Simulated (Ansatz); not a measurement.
# MgSnO4: the cost of one run

Method: DFT PBE, scalar-relativistic, plane waves, PAW, in Ansatz 0.2.0.

1 further run of the same task is left out (set aside as unsound or not needed).

**1. The starting structure**

Symmetry: P6/mmm, No. 191, hexagonal system. Conventional cell: a = 3.802 Å, b = 3.802 Å, c = 10.300 Å, α = 90.00°, β = 90.00°, γ = 120.00°. Mg (site symmetry 6/mmm) is surrounded by 6 O at 2.20 Å. Around Sn (site symmetry 6/mmm) lie 6 O at 2.20 Å. Around O (site symmetry -6m2) lie 3 Sn at 2.20 Å and 3 O at 2.20 Å. O (site symmetry -6m2) is surrounded by 3 Mg at 2.20 Å and 3 O at 2.20 Å.

Coordinates:

```
CELL_PARAMETERS angstrom
3.80247 0.00000 0.00000
-1.90124 3.29304 0.00000
0.00000 0.00000 10.29995
ATOMIC_POSITIONS crystal
Mg 0.00000 0.00000 0.00000
Sn 0.00000 0.00000 0.50000
O 0.33333 0.66667 0.50000
O 0.66667 0.33333 0.50000
O 0.33333 0.66667 0.00000
O 0.66667 0.33333 0.00000
```

The cell was relaxed beforehand at this level, from a generated guess; it needn't be the stable form of this composition. At a tolerance of 0.05 Å it has space group P6/mmm (No. 191); it has 21.50 Å³/atom, an uncorrected energy of -0.40 eV/atom over the elements.

**2. Bands, states and charges**

Contents of input.yaml:

```yaml
crystal:
  lattice:
    - [3.8024725439, 0.0, 0.0]
    - [-1.9012362719, 3.2930378202, 0.0]
    - [0.0, 0.0, 10.2999497962]
  atoms:
    - { symbol: Mg, position: [0.0, 0.0, 0.0] }
    - { symbol: Sn, position: [0.0, 0.0, 0.5] }
    - { symbol: O, position: [0.3333333333, 0.6666666667, 0.5] }
    - { symbol: O, position: [0.6666666667, 0.3333333333, 0.5] }
    - { symbol: O, position: [0.3333333333, 0.6666666667, 0.0] }
    - { symbol: O, position: [0.6666666667, 0.3333333333, 0.0] }
basis:
  ecutwfc: 420
kpoints:
  mp_grid: { grid: [12, 12, 4] }
  band_path:
    path:
      - [[0.0, 0.0, 0.0], [0.5, 0.0, 0.0], [0.33333333, 0.33333333, 0.0], [0.0, 0.0, 0.0], [0.0, 0.0, 0.5], [0.5, 0.0, 0.5], [0.33333333, 0.33333333, 0.5], [0.0, 0.0, 0.5]]
      - [[0.5, 0.0, 0.5], [0.5, 0.0, 0.0]]
      - [[0.33333333, 0.33333333, 0.5], [0.33333333, 0.33333333, 0.0]]
    npoints: 14
hamiltonian:
  xc: pbe
scf:
  occupations: { method: gaussian, width: 0.1 }
  n_extra_bands: 15
output:
  forces: true
  stress: true
  eigenvalues: true
  populations: true
  dos: { projected: true, de: 0.02, nscf_kmesh: { grid: [15, 15, 5] } }
  bader: true
```

On the command line:

```sh
ansatz run input.yaml --threads 1 --pin off --max-ram 2560MiB --backend cpu --events-out ev --progress --plain --runs-dir out
```

Q: Estimate wall time and peak memory on 1 thread of Intel Xeon at 2.50GHz (Skylake/Cascade Lake), shared host.

About 3.8 min, with a peak of 0.66 GiB.
